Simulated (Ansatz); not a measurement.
# C3H5FOSi: a ladder of functionals and wavefunction methods

One table from this session's results is given with a row withheld; the runs are named, their logs left out.

Method: functionals in def2-TZVPP, the program's frozen cores in correlated methods; program: Ansatz 0.2.0, Gaussian basis.

Levels to be run: PBE-D4, r2SCAN-D4, PBE0-D4, B3LYP-D4, ωB97X-V, ωB97M-V, B2PLYP; CCSD(T)/def2-TZVPP; MP2/def2-QZVPP; extrapolation to the limit.

## The geometry

All runs share one geometry, relaxed beforehand with PBE0-D4 in a triple-zeta def2 set.

SMILES `O[SiH]1CC=C1F`, 11 atoms, charge 0, spin multiplicity 1.

Atoms are counted from 1 here; the program's logs count them from 0.

Bond lengths: O1–Si2 1.640 Å, O1–H7 0.959 Å, Si2–C3 1.894 Å, Si2–C5 1.860 Å, Si2–H8 1.481 Å, C3–C4 1.518 Å, C3–H9 1.093 Å, C3–H10 1.093 Å, C4–C5 1.340 Å, C4–H11 1.088 Å, C5–F6 1.330 Å. Angles: Si2–O1–H7 117.8°, O1–Si2–C3 121.3°, O1–Si2–C5 121.6°, O1–Si2–H8 104.2°, C3–Si2–C5 75.1°, C3–Si2–H8 116.7°, C5–Si2–H8 116.8°, Si2–C3–C4 85.8°, Si2–C3–H9 117.2°, Si2–C3–H10 116.2°, C4–C3–H9 114.1°, C4–C3–H10 113.7°, H9–C3–H10 108.5°, C3–C4–C5 106.2°, C3–C4–H11 126.0°, C5–C4–H11 127.8°, Si2–C5–C4 92.6°, Si2–C5–F6 140.6° and more.

Coordinates:

```xyz
11

O    -0.48393   -2.07900   -0.98572
Si   -0.50642   -0.88592    0.13978
C     1.05685    0.09450    0.56776
C     0.26500    1.32311    0.15719
C    -0.90572    0.87288   -0.31320
F    -1.90392    1.60874   -0.79345
H    -0.09421   -1.88102   -1.83879
H    -1.25795   -1.46973    1.27429
H     1.37546    0.09678    1.61313
H     1.93091   -0.09401   -0.06044
H     0.58932    2.35657    0.25995
```

Set-up of the first run:

The input, in.yaml:

```yaml
crystal:
  periodic: [false, false, false]
  atoms:
    - {symbol: O, position_ang: [-0.483928, -2.079005, -0.985725]}
    - {symbol: Si, position_ang: [-0.506417, -0.885922, 0.139783]}
    - {symbol: C, position_ang: [1.056847, 0.094502, 0.567763]}
    - {symbol: C, position_ang: [0.265002, 1.323114, 0.157192]}
    - {symbol: C, position_ang: [-0.905720, 0.872882, -0.313199]}
    - {symbol: F, position_ang: [-1.903919, 1.608738, -0.793453]}
    - {symbol: H, position_ang: [-0.094210, -1.881024, -1.838789]}
    - {symbol: H, position_ang: [-1.257947, -1.469727, 1.274291]}
    - {symbol: H, position_ang: [1.375460, 0.096783, 1.613129]}
    - {symbol: H, position_ang: [1.930910, -0.094009, -0.060438]}
    - {symbol: H, position_ang: [0.589322, 2.356568, 0.259946]}
basis:
  gaussian: {orbitals: def2-TZVPP}
hamiltonian: {xc: pbe, dispersion: d4}
output: {forces: true, orbitals: {seedname: orbitals}}
```

Command:

```bash
> ansatz run in.yaml --threads 4 --pin off --events-out ev --progress --plain --max-ram 10444MiB
```

Among the steps run: PBE-D4 (GGA); r2SCAN-D4 (meta-GGA); PBE0-D4 (hybrid); B3LYP-D4 (hybrid); ωB97X-V (range-separated); ωB97M-V (range-separated); B2PLYP (double hybrid); CCSD(T) in def2-TZVPP; MP2 in def2-QZVPP.

One table of the session follows, with a row left open; its other results are not shown here.

It belongs to the step «Atomisation energies». 

| method | atomisation energy (eV) |
| --- | --- |
| PBE-D4 | 48.205 |
| r2SCAN-D4 | 47.073 |
| PBE0-D4 | 47.120 |
| B3LYP-D4 | 46.687 |
| ωB97X-V | 46.994 |
| ωB97M-V | 47.050 |
| B2PLYP | 46.337 |
| HF/def2-TZVPP | 33.618 |
| MP2/def2-TZVPP | 46.853 |
| CCSD/def2-TZVPP | 44.733 |
| CCSD(T)/def2-TZVPP | 45.572 |
| MP2/CBS | ? |
| CCSD(T)/CBS | 46.874 |

Estimate the missing values for MP2/CBS.

**Answer.** atomisation energy (eV): 48.155. In the column «atomisation energy (eV)» it lies between PBE0-D4 (47.120) and PBE-D4 (48.205).
